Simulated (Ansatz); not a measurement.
# Sc3Al: response to biaxial strain in the a-b plane

An exercise on one series of results from a longer session: the logs are not shown, and one member is left open.

Program: Ansatz 0.2.0. Level of theory: DFT PBEsol, scalar-relativistic, plane waves, PAW. These are calculated values, not measurements.

2 further runs of the same task are left out: 2 set aside as unsound or not needed.

## The starting structure

It takes space group Pm-3m (No. 221, cubic). Conventional cell: a = 4.375 Å, b = 4.375 Å, c = 4.375 Å, α = 90.00°, β = 90.00°, γ = 90.00°. Around Sc (site symmetry 4/mmm) lie 8 Sc at 3.09 Å and 4 Al at 3.09 Å. Around Al (site symmetry m-3m) lie 12 Sc at 3.09 Å.

As a file:

```xyz
4
Lattice="4.3748 0.0000 0.0000 0.0000 4.3748 0.0000 0.0000 0.0000 4.3748" Properties=species:S:1:pos:R:3 pbc="T T T"
Sc    2.1874    0.0000    2.1874
Sc    0.0000    2.1874    2.1874
Sc    2.1874    2.1874    0.0000
Al    0.0000    0.0000    0.0000
```

It goes back to an entry of the Materials Project, which need not be the stable form.

This cell was relaxed beforehand with the same method: volume 20.93 Å³/atom, gap on the mesh none (metal).

The first run:

The input, input.yaml:

```yaml
crystal:
  lattice:
    - [4.3747949989, 0.0, 0.0]
    - [0.0, 4.3747949989, 0.0]
    - [0.0, 0.0, 4.3747949989]
  atoms:
    - { symbol: Sc, position: [0.5, 0.0, 0.5] }
    - { symbol: Sc, position: [0.0, 0.5, 0.5] }
    - { symbol: Sc, position: [0.5, 0.5, 0.0] }
    - { symbol: Al, position: [0.0, 0.0, 0.0] }
basis:
  ecutwfc: 420
kpoints:
  mp_grid: { grid: [12, 12, 12] }
hamiltonian:
  xc: pbesol
scf:
  occupations: { method: gaussian, width: 0.1 }
output:
  forces: true
  stress: true
  eigenvalues: true
```

Started as:

```
> ansatz run input.yaml --threads 1 --pin off --max-ram 2560MiB --backend cpu --events-out ev --progress --plain --runs-dir out
```

Among the steps run: Zero strain; At -2.0 %; The cell strained by +2.0 %; Strain -4.0 %; The cell strained by +4.0 %; At -6.0 %; Strain +6.0 %.

One of the session's tables, all rows but one given; the rest of the session is left out.

Lengths are those of the vectors of the cell that was run; stresses in GPa:

```
strain (%)  ΔE (meV/atom)  a (Å)  b (Å)  c (Å)
      -6.0           65.4  4.112  4.112  4.595
      -4.0           27.9  4.200  4.200  4.520
      -2.0            6.7  4.287  4.287  4.446
      +0.0            0.0  4.375  4.375  4.375
      +2.0            6.1  4.462  4.462  4.303
      +4.0              ?      ?      ?      ?
      +6.0           48.4  4.637  4.637  4.146
```

**Question.** Estimate the row for strain (%) = +4.0.

Worked estimate for «ΔE (meV/atom)». A straight line through the neighbours (2.0, 6.1) and (6.0, 48.4) gives 6.1 + (48.4 − 6.1) × (4.0 − 2.0) / (6.0 − 2.0) = 27.2; a parabola fitted to 3 rows on both sides gives 22.2.

**Answer.** ΔE (meV/atom): 23.0; a (Å): 4.550; b (Å): 4.550; c (Å): 4.229. In «ΔE (meV/atom)» the line misses by +4.2 and the parabola by -0.8.

ΔE is over the unstrained cell. Stress in GPa, positive in compression, on the Cartesian axes of the input. 
